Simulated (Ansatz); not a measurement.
The system is MgGe2.

```
Ge Mg
1.0
     5.52149   -1.84985    0.00000
     5.52149    1.84985    0.00000
    -3.21762    0.00000    6.00777
Ge Mg
4 2
Cartesian
  4.8996 0.0000 1.7640
  2.9258 0.0000 4.2438
  6.5513 0.0000 5.9203
  1.2740 0.0000 0.0875
  7.8794 0.0000 2.0982
  -0.0541 0.0000 3.9095
```

The cell comes from a database or a generator and needn't be the stable form of this composition.

Base run:

| Quantity | Value |
| --- | --- |
| Program | Ansatz 0.2.0 |
| Functional | PBEsol |
| Potentials or basis | Ansatz PAW |
| Cutoff | 420 eV (not typed: the program's choice for these potentials) |
| k mesh | 8 × 8 × 5 |
| Occupations | fermi-dirac, width 0.05 eV |
| Spin | no spin polarisation |

Its results: band gap on the k mesh none (metal or under the smearing width); pressure -2.7 GPa; largest force 0.157 eV/Å.

**Question.** The run is repeated on the same cell with these changes: functional from PBEsol to LDA. What comes out?

**Answer.** Band gap on the k mesh none (metal or under the smearing width); pressure -4.3 GPa; largest force 0.246 eV/Å.

LDA binds more tightly than PBEsol, so the same cell stands under less pressure.

Caveats: the PAW data sets come from PBE, with cores solved anew for the run's functional, which leaves a small shift of forces and pressure.
